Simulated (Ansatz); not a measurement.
Runs of Ansatz 0.2.0 on NbSi. It takes space group Pm-3m (No. 221, cubic). The conventional cell has a = 3.156 Å, b = 3.156 Å, c = 3.156 Å, α = 90.00°, β = 90.00°, γ = 90.00°. Nb (site symmetry m-3m) has 8 Si at 2.73 Å as nearest neighbours. Si (site symmetry m-3m) has 8 Nb at 2.73 Å as nearest neighbours. The cell was built by a generator and needn't be a form met in nature.

```csv
task,level,cell,cutoff (eV),screening (1/Å),share of exact exchange,gap on the mesh (eV),pressure (GPa),relaxed volume (Å³/atom)
single point,r2SCANh,as given,500,-,-,none,-0.6,-
single point,HSE06 form with a typed share of exact exchange,as given,420,0.2,0.25,none,-1.1,-
relaxation of cell and atoms,HSE06,relaxed,420,-,-,none,0.0,15.63
single point,HSE06 form with a typed share of exact exchange,as given,420,0.4,0.25,none,-0.3,-
single point,HSE06 form with a typed share of exact exchange,as given,420,0.6,0.25,none,(b),-
single point,r2SCAN50,as given,500,-,-,none,-5.2,-
single point,HSE06 form with a typed share of exact exchange,as given,420,0.1,0.25,none,-1.4,-
relaxation of cell and atoms,HSEsol,relaxed,420,-,-,none,0.0,(a)
```

Alike in all rows: potentials or basis Ansatz PAW; no spin polarisation; k mesh 4 × 4 × 4; smearing fermi-dirac 0.05 eV; the mesh is coarse, so values aren't converged.

**Question.** Fill in the values left out.

**Answer.** (a) 15.37; (b) 0.6.

Caveats: all runs use coarse meshes; the PAW data sets come from PBE, with cores solved anew for the run's functional, which leaves a small shift of forces and pressure; the thresholds are loose for stress (some runs); the plane-wave basis is chosen anew once the cell has moved, so the energies of steps on either side of that aren't comparable (some runs).

A k mesh can miss the band edges, and the runs leave out spin-orbit coupling on Nb.

A gap of «none» marks a metal or a gap under the smearing width.
